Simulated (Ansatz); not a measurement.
# CdPd: the cost of one run

Program: Ansatz 0.2.0. Level of theory: DFT PBEsol, scalar-relativistic. These are calculated values, not measurements.

## (1) The starting structure

The structure is tetragonal, space group P4/mmm (No. 123). The conventional cell has a = 3.028 Å, b = 3.028 Å, c = 3.631 Å, α = 90.00°, β = 90.00°, γ = 90.00°. Around Cd (site symmetry 4/mmm) lie 8 Pd at 2.81 Å and 4 Cd at 3.03 Å. Pd (site symmetry 4/mmm) has 8 Cd at 2.81 Å and 4 Pd at 3.03 Å as nearest neighbours.

Structure file:

```cif
data_structure
_symmetry_space_group_name_H-M 'P4/mmm'
_symmetry_Int_Tables_number 123
_cell_length_a 3.0276
_cell_length_b 3.0276
_cell_length_c 3.6310
_cell_angle_alpha 90.000
_cell_angle_beta 90.000
_cell_angle_gamma 90.000
_cell_volume 33.28
loop_
_atom_site_label
_atom_site_type_symbol
_atom_site_symmetry_multiplicity
_atom_site_Wyckoff_symbol
_atom_site_fract_x
_atom_site_fract_y
_atom_site_fract_z
_atom_site_occupancy
Cd1 Cd 1 a 0.00000 0.00000 0.00000 1
Pd1 Pd 1 d 0.50000 0.50000 0.50000 1
```

The file gives the conventional cell by its symmetry; the runs use the cell typed in the input.

Atoms are numbered in the order of the input: Cd1, Pd2.

## (2) Volume × 0.94, LAPW

Input file input.yaml:

```yaml
crystal:
  lattice:
    - [2.9657949028, 0.0, 0.0]
    - [0.0, 2.9657949028, 0.0]
    - [0.0, 0.0, 3.5568771608]
  atoms:
    - { symbol: Cd, position: [0.0, 0.0, 0.0] }
    - { symbol: Pd, position: [0.5, 0.5, 0.5] }
kpoints:
  mp_grid: { grid: [11, 11, 9] }
  band_path:
    path:
      - [0.0, 0.0, 0.0]
      - [0.0, 0.5, 0.0]
      - [0.5, 0.5, 0.0]
      - [0.0, 0.0, 0.0]
      - [0.0, 0.0, 0.5]
      - [0.0, 0.5, 0.5]
      - [0.5, 0.5, 0.5]
      - [0.0, 0.0, 0.5]
      - [0.0, 0.5, 0.0]
    npoints: 5
scf:
  occupations: { method: fermi_dirac, width: 0.05 }
hamiltonian:
  xc: pbesol
  pseudopotentials: { kind: all_electron, lapw: { basis_error: 0.0005 } }
output:
  forces: true
  stress: true
  eigenvalues: true
```

Started as:

```sh
ansatz run input.yaml --threads 1 --pin off --max-ram 3072MiB --backend cpu --events-out ev --progress --plain --runs-dir out
```

Q: Estimate wall time and peak memory on 1 thread of Arm Neoverse V1, shared host.

About 36 s, with a peak of 0.55 GiB.
